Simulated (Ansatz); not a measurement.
# C₂H₇O₂Si radical: up Jacob's ladder to CCSD(T)

One table from this session's results is given with a row withheld; the runs are named, their logs left out.

The runs use Ansatz 0.2.0, Gaussian basis; functionals in def2-TZVPP, the program's frozen cores in correlated methods.

The runs, in order: PBE-D4, r2SCAN-D4, PBE0-D4, B3LYP-D4, ωB97X-V, ωB97M-V, B2PLYP; CCSD(T)/def2-TZVPP; MP2/def2-QZVPP; extrapolation to the limit.

### The geometry

The geometry comes from an earlier relaxation with PBE0-D4 in a triple-zeta def2 set; it is a stationary point, not always the lowest conformer.

SMILES `CO[SiH]OC`, 12 atoms, charge 0, spin multiplicity 2.

Atoms are counted from 1 here; the program's logs count them from 0.

Bond lengths: C1–O2 1.409 Å, C1–H6 1.091 Å, C1–H7 1.096 Å, C1–H8 1.095 Å, O2–Si3 1.637 Å, Si3–O4 1.637 Å, Si3–H9 1.510 Å, O4–C5 1.408 Å, C5–H10 1.096 Å, C5–H11 1.095 Å, C5–H12 1.091 Å. Angles: O2–C1–H6 108.0°, O2–C1–H7 111.8°, O2–C1–H8 111.4°, H6–C1–H7 108.4°, H6–C1–H8 108.5°, H7–C1–H8 108.7°, C1–O2–Si3 123.8°, O2–Si3–O4 104.1°, O2–Si3–H9 109.8°, O4–Si3–H9 109.8°, Si3–O4–C5 123.8°, O4–C5–H10 111.8°, O4–C5–H11 111.4°, O4–C5–H12 108.0°, H10–C5–H11 108.7°, H10–C5–H12 108.4°, H11–C5–H12 108.5°.

Set-up of the first run:

File in.yaml:

```yaml
crystal:
  periodic: [false, false, false]
  atoms:
    - {symbol: C, position_ang: [-2.184470, 0.361353, 1.415733]}
    - {symbol: O, position_ang: [-1.088901, -0.334235, 0.868203]}
    - {symbol: Si, position_ang: [-0.195159, 0.218354, -0.387230]}
    - {symbol: O, position_ang: [1.040106, -0.849987, -0.499214]}
    - {symbol: C, position_ang: [2.151348, -0.677133, -1.347129]}
    - {symbol: H, position_ang: [-2.468223, -0.134879, 2.345032]}
    - {symbol: H, position_ang: [-1.932114, 1.403653, 1.643059]}
    - {symbol: H, position_ang: [-3.044328, 0.348946, 0.738122]}
    - {symbol: H, position_ang: [0.345140, 1.591359, -0.066818]}
    - {symbol: H, position_ang: [2.592553, 0.320868, -1.241639]}
    - {symbol: H, position_ang: [1.880033, -0.830953, -2.396550]}
    - {symbol: H, position_ang: [2.904006, -1.417357, -1.071589]}
basis:
  gaussian: {orbitals: def2-TZVPP}
magnetization: {spin_polarized: true, initial_magnetization: 1}
hamiltonian: {xc: pbe, dispersion: d4}
output: {forces: true, orbitals: {seedname: orbitals}}
```

The run is started by

```sh
$ ansatz run in.yaml --threads 2 --pin off --events-out ev --progress --plain --max-ram 22528MiB --backend cpu
```

Steps of the session up to this table: PBE-D4 (GGA); r2SCAN-D4 (meta-GGA); PBE0-D4 (hybrid); B3LYP-D4 (hybrid); ωB97X-V (range-separated); ωB97M-V (range-separated); B2PLYP (double hybrid); CCSD(T) in def2-TZVPP; MP2 in def2-QZVPP.

One table of the session follows, with a row left open; its other results are not shown here.

| method | atomisation energy (eV) |
| --- | --- |
| PBE-D4 | 47.136 |
| r2SCAN-D4 | 46.535 |
| PBE0-D4 | 46.240 |
| B3LYP-D4 | 46.367 |
| ωB97X-V | 46.433 |
| ωB97M-V | 46.385 |
| B2PLYP | 45.884 |
| HF/def2-TZVPP | 33.739 |
| MP2/def2-TZVPP | 45.916 |
| CCSD/def2-TZVPP | 44.506 |
| CCSD(T)/def2-TZVPP | 45.133 |
| MP2/CBS | ? |
| CCSD(T)/CBS | 46.369 |

Estimate the missing values for MP2/CBS.

The run gave: atomisation energy (eV): 47.152. In the column «atomisation energy (eV)» it is the highest.
